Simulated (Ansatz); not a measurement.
# C3H9FOSSn: a ladder of functionals and wavefunction methods

One table from this session's results is given with a row withheld; the runs are named, their logs left out.

Program: Ansatz 0.2.0, Gaussian basis. Level of theory: functionals in def2-TZVPP, the program's frozen cores in correlated methods. These are calculated values, not measurements.

Levels to be run: LDA (SPW92), PBE-D4, revPBE-D4, BLYP-D4, r2SCAN-D4, B97M-V, PBE0-D4, B3LYP-D4, r2SCANh-D4, r2SCAN0-D4, HSE06-D4, BHLYP-D4, CAM-B3LYP-D4, LC-ωPBE, ωB97X-V, ωB97M-V, B2PLYP, PBE-QIDH; CCSD(T)/def2-SVP; CCSD(T)/def2-TZVPP; MP2/def2-QZVPP; extrapolation to the limit; RPA on PBE.

## The relaxed structure

The geometry comes from an earlier relaxation with PBE0-D4 in a triple-zeta def2 set; it is a stationary point, not always the lowest conformer. Sn takes the def2 core potential; no spin-orbit term is included.

SMILES `C[O][Sn]([CH3])([F])[S]C`, 16 atoms, charge 0, spin multiplicity 1.

Atoms are counted from 1 here; the program's logs count them from 0.

Bond lengths: C1–O2 1.410 Å, C1–H8 1.098 Å, C1–H9 1.096 Å, C1–H10 1.094 Å, O2–Sn3 1.954 Å, Sn3–C4 2.115 Å, Sn3–F5 1.924 Å, Sn3–S6 2.380 Å, C4–H11 1.089 Å, C4–H12 1.089 Å, C4–H13 1.089 Å, S6–C7 1.822 Å, C7–H14 1.090 Å, C7–H15 1.089 Å, C7–H16 1.090 Å. Angles: O2–C1–H8 112.6°, O2–C1–H9 111.6°, O2–C1–H10 108.2°, H8–C1–H9 107.9°, H8–C1–H10 108.1°, H9–C1–H10 108.3°, C1–O2–Sn3 121.1°, O2–Sn3–C4 107.0°, O2–Sn3–F5 106.9°, O2–Sn3–S6 107.8°, C4–Sn3–F5 108.4°, C4–Sn3–S6 122.2°, F5–Sn3–S6 103.7°, Sn3–C4–H11 108.1°, Sn3–C4–H12 109.6°, Sn3–C4–H13 109.2°, H11–C4–H12 110.1°, H11–C4–H13 109.8° and more.

The first run:

in.yaml reads:

```yaml
crystal:
  periodic: [false, false, false]
  atoms:
    - {symbol: C, position_ang: [-0.996709, 1.974470, 1.016724]}
    - {symbol: O, position_ang: [-1.242240, 0.677336, 0.522231]}
    - {symbol: Sn, position_ang: [-0.261230, -0.018649, -1.017231]}
    - {symbol: C, position_ang: [-1.086594, -1.911232, -1.474381]}
    - {symbol: F, position_ang: [-0.614973, 1.169358, -2.488323]}
    - {symbol: S, position_ang: [2.061745, 0.281946, -0.594053]}
    - {symbol: C, position_ang: [2.130453, -0.508871, 1.046411]}
    - {symbol: H, position_ang: [0.074878, 2.203382, 1.088090]}
    - {symbol: H, position_ang: [-1.464051, 2.740618, 0.388044]}
    - {symbol: H, position_ang: [-1.426880, 2.043762, 2.019932]}
    - {symbol: H, position_ang: [-2.099060, -1.757436, -1.846154]}
    - {symbol: H, position_ang: [-0.479537, -2.399408, -2.234975]}
    - {symbol: H, position_ang: [-1.113964, -2.518464, -0.570394]}
    - {symbol: H, position_ang: [3.123398, -0.296220, 1.441832]}
    - {symbol: H, position_ang: [1.386998, -0.091201, 1.724418]}
    - {symbol: H, position_ang: [2.007764, -1.589400, 0.977838]}
basis:
  gaussian: {orbitals: def2-TZVPP}
hamiltonian: {xc: lda}
output: {orbitals: {seedname: orbitals}}
```

Among the steps run: LDA; PBE-D4 (GGA); revPBE-D4 (GGA); BLYP-D4 (GGA); r2SCAN-D4 (meta-GGA); B97M-V (meta-GGA); PBE0-D4 (hybrid); B3LYP-D4 (hybrid); r2SCANh-D4 (hybrid); r2SCAN0-D4 (hybrid); HSE06-D4 (hybrid); BHLYP-D4 (hybrid); CAM-B3LYP-D4 (range-separated); LC-ωPBE (range-separated); ωB97X-V (range-separated); ωB97M-V (range-separated); B2PLYP (double hybrid); PBE-QIDH (double hybrid).

One of the session's tables, all rows but one given; the rest of the session is left out.

It belongs to the step «Orbital energies across the functionals». 

| functional | HOMO (eV) | gap (eV) |
| --- | --- | --- |
| LDA (SPW92) | -6.04 | 3.83 |
| PBE-D4 | -5.92 | 3.99 |
| revPBE-D4 | -5.86 | 4.06 |
| BLYP-D4 | -5.76 | 3.89 |
| r2SCAN-D4 | -6.18 | 4.52 |
| B97M-V | -6.28 | 4.60 |
| PBE0-D4 | -7.17 | 6.19 |
| B3LYP-D4 | ? | ? |
| r2SCANh-D4 | -6.65 | 5.32 |
| r2SCAN0-D4 | -7.35 | 6.52 |
| HSE06-D4 | -6.77 | 5.42 |
| BHLYP-D4 | -8.29 | 8.24 |
| CAM-B3LYP-D4 | -8.51 | 8.50 |
| LC-ωPBE | -9.90 | 11.18 |
| ωB97X-V | -9.54 | 10.65 |
| ωB97M-V | -9.39 | 10.28 |

**Question.** Estimate the row for B3LYP-D4.

Worked estimate for «HOMO (eV)». Against the share of exact exchange, BLYP-D4 (0, -5.76), BHLYP-D4 (0.5, -8.29) give a slope of -5.06 per unit share; at 0.2 the line stands at -6.77.

**Answer.** HOMO (eV): -6.93; gap (eV): 5.63. In «HOMO (eV)» the line misses by +0.16.
